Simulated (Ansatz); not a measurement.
# In₂H₆S₂: up Jacob's ladder to CCSD(T)

Aim: compute In₂H₆S₂ with functionals from several rungs and with coupled cluster. The yardstick is the atomisation energy at the CCSD(T) limit.

Method: functionals in def2-TZVPP, the program's frozen cores in correlated methods; program: Ansatz 0.2.0, Gaussian basis.

Levels to be run: LDA (SPW92), PBE-D4, revPBE-D4, BLYP-D4, r2SCAN-D4, B97M-V, PBE0-D4, B3LYP-D4, r2SCANh-D4, r2SCAN0-D4, HSE06-D4, BHLYP-D4, CAM-B3LYP-D4, LC-ωPBE, ωB97X-V, ωB97M-V, B2PLYP, PBE-QIDH; CCSD(T)/def2-SVP; CCSD(T)/def2-TZVPP; MP2/def2-QZVPP; extrapolation to the limit; RPA on PBE.

## Step 1: The geometry

The geometry comes from an earlier relaxation with PBE0-D4 in a triple-zeta def2 set; it is a stationary point, not always the lowest conformer. In takes the def2 core potential; no spin-orbit term is included.

SMILES `[SH+]1[InH2-][SH+][InH2-]1`, 10 atoms, charge 0, spin multiplicity 1.

Atoms are counted from 1 here; the program's logs count them from 0.

Bond lengths: S1–In2 2.601 Å, S1–In4 2.601 Å, S1–H5 1.343 Å, In2–S3 2.601 Å, In2–H6 1.708 Å, In2–H7 1.710 Å, S3–In4 2.601 Å, S3–H8 1.343 Å, In4–H9 1.710 Å, In4–H10 1.708 Å. Angles: In2–S1–In4 87.3°, In2–S1–H5 95.0°, In4–S1–H5 95.0°, S1–In2–S3 91.9°, S1–In2–H6 104.6°, S1–In2–H7 106.5°, S3–In2–H6 104.6°, S3–In2–H7 106.5°, H6–In2–H7 134.6°, In2–S3–In4 87.3°, In2–S3–H8 95.0°, In4–S3–H8 95.0°, S1–In4–S3 91.9°, S1–In4–H9 106.5°, S1–In4–H10 104.6°, S3–In4–H9 106.5°, S3–In4–H10 104.6°, H9–In4–H10 134.6°.

Geometry (Å):

```xyz
10
charge 0, multiplicity 1
S     0.32495    0.99899   -1.54711
In    1.47836   -1.01734   -0.37643
S    -0.16554   -0.89801    1.63594
In   -1.01096    1.35829    0.65578
H    -0.62623    0.26121   -2.14276
H     2.94536   -0.38434    0.22701
H     1.04914   -2.40957   -1.27244
H    -1.11876   -1.64411    1.05407
H    -2.66067    1.13086    0.26578
H    -0.13234    2.55281    1.50316
```

## Step 2: LDA

This LDA is Slater exchange with PW92 correlation.

Contents of in.yaml:

```yaml
crystal:
  periodic: [false, false, false]
  atoms:
    - {symbol: S, position_ang: [0.324946, 0.998988, -1.547110]}
    - {symbol: In, position_ang: [1.478364, -1.017340, -0.376431]}
    - {symbol: S, position_ang: [-0.165545, -0.898014, 1.635941]}
    - {symbol: In, position_ang: [-1.010963, 1.358291, 0.655783]}
    - {symbol: H, position_ang: [-0.626232, 0.261215, -2.142758]}
    - {symbol: H, position_ang: [2.945357, -0.384339, 0.227009]}
    - {symbol: H, position_ang: [1.049139, -2.409565, -1.272441]}
    - {symbol: H, position_ang: [-1.118762, -1.644109, 1.054074]}
    - {symbol: H, position_ang: [-2.660669, 1.130863, 0.265777]}
    - {symbol: H, position_ang: [-0.132336, 2.552808, 1.503158]}
basis:
  gaussian: {orbitals: def2-TZVPP}
hamiltonian: {xc: lda}
output: {orbitals: {seedname: orbitals}}
```

The run is started by

```console
> ansatz run in.yaml --threads 4 --pin off --events-out ev --progress --plain --max-ram 11315MiB
```

The runs that follow: PBE-D4 (GGA); revPBE-D4 (GGA); BLYP-D4 (GGA); r2SCAN-D4 (meta-GGA); B97M-V (meta-GGA); PBE0-D4 (hybrid); B3LYP-D4 (hybrid); r2SCANh-D4 (hybrid); r2SCAN0-D4 (hybrid); HSE06-D4 (hybrid); BHLYP-D4 (hybrid); CAM-B3LYP-D4 (range-separated); LC-ωPBE (range-separated); ωB97X-V (range-separated); ωB97M-V (range-separated); B2PLYP (double hybrid); PBE-QIDH (double hybrid); CCSD(T) in def2-SVP; CCSD(T) in def2-TZVPP; MP2 in def2-QZVPP; RPA on PBE orbitals.

**Question.** What will the summary of the whole plan be? Wanted: atomisation energy, CCSD(T)/CBS; farthest beyond LDA; mean size of error, GGA; mean size of error, meta-GGA; mean size of error, hybrid; mean size of error, range-separated; mean size of error, double hybrid; gap, smallest and largest; T1 diagnostic.

**Answer**, as computed:

| quantity | value |
| --- | --- |
| atomisation energy, CCSD(T)/CBS | 2430.1 kJ/mol |
| functionals within 24.3 kJ/mol (1.0 %) | r2SCAN-D4, B97M-V, ωB97X-V, ωB97M-V |
| farthest beyond LDA | revPBE-D4 (-119.4 kJ/mol) |
| mean size of error, GGA | 97.6 kJ/mol |
| mean size of error, meta-GGA | 21.5 kJ/mol |
| mean size of error, hybrid | 61.4 kJ/mol |
| mean size of error, range-separated | 31.6 kJ/mol |
| mean size of error, double hybrid | 87.1 kJ/mol |
| gap, smallest and largest | 5.00 eV (LDA (SPW92)), 11.32 eV (LC-ωPBE) |
| T1 diagnostic | 0.0140 |
| triples share of the correlation energy | 3.6 % |

In words: LDA overbinds by 302.3 kJ/mol (12 %). PBE-D4 misses by -60.4 kJ/mol. Double hybrids carry the basis error of their MP2 part in triple zeta, and no dispersion term here, so their miss is partly the set-up's. Taken by rung, meta-GGA functionals do best (21.5 kJ/mol on average) and GGA ones worst beyond LDA (97.6 kJ/mol). double hybrid functionals lie within the reference's doubt of that worst mean (87.1 kJ/mol), so those two tie. The gap between the best rungs is small, so their order is not settled. Misses under about 24.3 kJ/mol are within the doubt on the reference itself, which lacks core-valence correlation, spin-orbit coupling and higher excitations, and its outer-core shells are covered unevenly. All levels share the lack of spin-orbit coupling, which lowers the free heavy atoms and so the true binding. Hartree-Fock recovers 70 % of the binding; the rest is correlation. CCSD(T) in def2-SVP is off by -202.7 kJ/mol, worse than the median functional, from the basis alone. The gap grows from 5.0 to 11.3 eV across the functionals, mostly with the share of exact exchange. Correlated methods include outer-core shells of In, which these sets cover unevenly.
